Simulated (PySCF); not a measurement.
# Cl2Ge2H4: the cost of one run

Programs: PySCF 2.14.0, with density-fitted response routines of our own. Each step states its level of theory. These are calculated values for one molecule in the gas phase, unless marked as measured. Atoms count from 0, in the outputs and in this text.

## (1) The molecule as given

8 atoms, charge 0, multiplicity 1; geometry from: PBE0-D3(BJ)/def2-SVP.

Bonds of the start (Å): Cl0–Ge1 2.16, Ge1–Cl2 2.16, Ge1–Ge3 2.42, Ge1–H4 1.54, Ge3–H5 1.54, Ge3–H6 1.54, Ge3–H7 1.53.

## (2) Shielding tensors: PBE0/6-31G*

Job settings and geometry (Å):

```
{"job": {"kind": "nmr", "xc": "PBE0", "basis": "6-31G*", "pop": true}, "charge": 0, "multiplicity": 1}
Cl     2.141550    -1.327731    -0.873867
Ge     1.443364     0.181411     0.509719
Cl     2.121235     2.099300    -0.227659
Ge    -0.974152     0.164223     0.439724
H      2.170178    -0.059218     1.842022
H     -1.514647     1.300894     1.321041
H     -1.483317    -1.193514     0.948889
H     -1.382358     0.375833    -1.024299
```

With the program's defaults for keys left out, this is: GIAO PBE0/6-31G* NMR shielding, non-relativistic, gas phase.

On the command line:

```bash
$ OMP_NUM_THREADS=1 python probes_run.py task.json out
```

One launch serves the whole session: the jobs run in the order shown.

**Question.** How long does this first job take on 1 thread of Arm Neoverse V2, shared host, and how much memory does it need?

About 9.4 s, with a peak of 0.62 GiB.
